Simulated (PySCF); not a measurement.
# A diatomic session: AsH

The task here is to estimate one member of a computed series from the others.

Method: As def2-TZVPPD, H def2-TZVPPD, no relativity; program: PySCF 2.14.0.

The first run:

Settings of the job:

```yaml
atoms: As, H
charge: 0
basis: As def2-TZVPPD, H def2-TZVPPD
Hamiltonian: no relativity
basis_functions: 71
electrons_treated: 34
masses_in_u: 74.9216, 1.0078
levels: PBE0, PBE, r²SCAN, LDA, BLYP, revPBE, B2PLYP, MN15, CAM-B3LYP, HF, MP2, SCS-MP2, CCSD, CCSD(T)
grid: 80 radial by 434 angular points
occupations: held fixed by the projection of orbital angular momentum
dissociation_limit: As + H, each in its ground configuration
starting_distance_in_angstrom: 1.495
values_of_2S_to_try: 0, 2, 4
```

The run is started by

```bash
> OMP_NUM_THREADS=1 python dia.py task.json out
```

Steps of the session up to this table: The job; PBE0 along the bond; Excited determinants; PBE; r²SCAN (meta-GGA); LDA (local density); BLYP (GGA); revPBE (GGA); B2PLYP; MN15 (hybrid meta-GGA); CAM-B3LYP (range-separated hybrid); UHF; Adding correlation.

One table of the session follows, with a row left open; its other results are not shown here.

Energy (eV) from each level's lowest point:

```
R (Å)    UHF  UHF-MP2  UHF-SCS-MP2  UHF-CCSD  UHF-CCSD(T)
1.317  0.519    0.488        0.504       n/a          n/a
1.379  0.224    0.208        0.219     0.232        0.237
1.440  0.062    0.055        0.062     0.070        0.074
1.486  0.008    0.005        0.009     0.013        0.015
1.532  0.000    0.000        0.000     0.000        0.000
1.578  0.030    0.030        0.027     0.022        0.020
1.639  0.117    0.115        0.108     0.096        0.090
1.716      ?        ?            ?         ?            ?
1.808  0.530    0.517        0.503     0.461        0.444
1.930  0.897    0.918        0.918       n/a          n/a
```

Estimate the missing values for R (Å) = 1.716.

Worked estimate for «UHF». A straight line through the neighbours (1.639, 0.117) and (1.808, 0.530) gives 0.117 + (0.530 − 0.117) × (1.716 − 1.639) / (1.808 − 1.639) = 0.305; a parabola fitted to 4 rows on both sides gives 0.290.

As computed: UHF: 0.280; UHF-MP2: 0.273; UHF-SCS-MP2: 0.262; UHF-CCSD: 0.239; UHF-CCSD(T): 0.229. In «UHF» the line misses by +0.025 and the parabola by +0.010.
